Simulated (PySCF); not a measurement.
# C2H8BN: the cost of one run

Programs: PySCF 2.14.0, with density-fitted response routines of our own. Each step states its level of theory. These are calculated values for one molecule in the gas phase, unless marked as measured. Atoms count from 0, in the outputs and in this text.

### Step 1. The molecule as given

12 atoms, charge 0, multiplicity 1; geometry from: PBE0-D3(BJ)/def2-SVP.

Bonds of the start (Å): C0–C1 1.53, C1–B2 1.58, B2–N3 1.39, C0–H4 1.10, C0–H5 1.10, C0–H6 1.10, C1–H7 1.11, C1–H8 1.11, B2–H9 1.22, N3–H10 1.01, N3–H11 1.01.

### Step 2. NMR shieldings: HF/pcSseg-2

Job settings and geometry (Å):

```
{"job": {"kind": "nmr", "xc": "HF", "basis": "pcSseg-2", "pop": false}, "charge": 0, "multiplicity": 1}
C     -1.679935    -0.035504    -0.067821
C     -0.306518    -0.626723     0.251889
B      0.880781     0.115920    -0.476001
N      1.989097     0.608809     0.209262
H     -1.868126    -0.027491    -1.153268
H     -2.497880    -0.602449     0.404764
H     -1.763021     1.006886     0.280029
H     -0.283597    -1.679131    -0.090697
H     -0.151337    -0.664441     1.345346
H      0.856671     0.278511    -1.681038
H      2.762090     1.074175    -0.247085
H      2.099098     0.524851     1.212417
```

Level: GIAO HF/pcSseg-2 NMR shielding, non-relativistic, gas phase.

The run is started by

```bash
> OMP_NUM_THREADS=1 python probes_run.py task.json out
```

This one command runs all jobs of the session in turn.

**Question.** How long does this first job take on 1 thread of Arm Neoverse V2, shared host, and how much memory does it need?

About 8.7 s, with a peak of 1 GiB.
